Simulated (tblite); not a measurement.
# C4H12FGeN: the cost of one run

The runs use tblite 0.8.0 and PySCF 2.14.0, with density-fitted response routines of our own; the level of theory stands in each step. All values are computed, except where a source is named. Atoms are numbered from 0 throughout.

### Step 1. The starting structure

19 atoms, charge 0, multiplicity 1; geometry from: force field or distance geometry start.

Bonds of the start (Å): C0–N1 1.47, N1–C2 1.45, N1–C3 1.48, C3–Ge4 1.96, Ge4–C5 1.94, Ge4–F6 1.76, C0–H7 1.12, C0–H8 1.11, C0–H9 1.12, C2–H10 1.12, C2–H11 1.10, C2–H12 1.13, C3–H13 1.10, C3–H14 1.11, Ge4–H15 1.55, C5–H16 1.11, C5–H17 1.11, C5–H18 1.11.

### Step 2. Relaxing the molecule with GFN2-xTB

The job: settings as JSON, then the geometry in Å.

```
{"job": {"kind": "relax", "xc": "GFN2-xTB", "basis": "xTB"}, "charge": 0, "multiplicity": 1}
C     -1.673800    -0.644600     0.642500
N     -0.814900     0.439100     0.133000
C     -1.622300     1.594500    -0.223400
C     -0.028300    -0.015600    -1.030900
Ge     1.517900    -1.066500    -0.435700
C      2.484200    -0.070100     0.913500
F      2.572800    -1.349700    -1.821800
H     -2.231800    -0.291300     1.545900
H     -1.073500    -1.521200     0.958300
H     -2.418600    -0.965900    -0.126100
H     -2.322500     1.353600    -1.069400
H     -0.982700     2.443700    -0.522900
H     -2.235100     1.942300     0.655100
H      0.387700     0.842700    -1.588200
H     -0.649200    -0.616700    -1.722700
H      1.062400    -2.425100     0.153600
H      1.828300     0.105900     1.792800
H      2.810600     0.900800     0.498600
H      3.378800    -0.646600     1.240300
```

The run is started by

```console
OMP_NUM_THREADS=1 python probes_run.py task.json out
```

This one command runs all jobs of the session in turn.

Q: Estimate the wall time and peak memory of this first job on 1 thread of Arm Neoverse N1, shared host.

About 1.1 s, with a peak of 0.18 GiB.
